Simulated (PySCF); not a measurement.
# BGeH6P: the cost of one run

Computed with PySCF 2.14.0, with density-fitted response routines of our own, on a single molecule in the gas phase. Atoms count from 0, in the outputs and in this text.

### Step 1. The starting structure

9 atoms, charge 0, multiplicity 1; geometry from: GFN2-xTB. The atoms were then displaced at random by about 0.01 Å, so the start is not that level's minimum.

Bonds of the start (Å): B0–P1 1.83, P1–Ge2 2.27, B0–H3 1.14, B0–H4 1.20, P1–H5 1.38, Ge2–H6 1.51, Ge2–H7 1.53, Ge2–H8 1.49.

### Step 2. Relaxing the molecule at PBE0-D3(BJ)/def2-SVP

The job: settings as JSON, then the geometry in Å.

```
{"job": {"xc": "PBE0", "basis": "def2-SVP", "d3": "d3bj", "grid": 1, "shake": 0.01, "kind": "geom"}, "charge": 0, "multiplicity": 1}
B     -1.715540    -0.377350    -0.280480
P     -0.625300     0.301700     1.023070
Ge     1.339860     0.424510    -0.110610
H     -2.375800    -1.283890    -0.090690
H     -1.851290     0.244270    -1.292170
H     -0.338230    -0.824050     1.765070
H      1.801150    -0.779730    -0.897340
H      2.474640     0.687500     0.883700
H      1.348320     1.589890    -1.034260
```

Run with:

```sh
$ OMP_NUM_THREADS=1 python probes_run.py task.json out
```

This one command runs all jobs of the session in turn.

**Question.** How long does this first job take on 1 thread of Arm Neoverse V1, shared host, and how much memory does it need?

About 36 s, with a peak of 0.37 GiB.
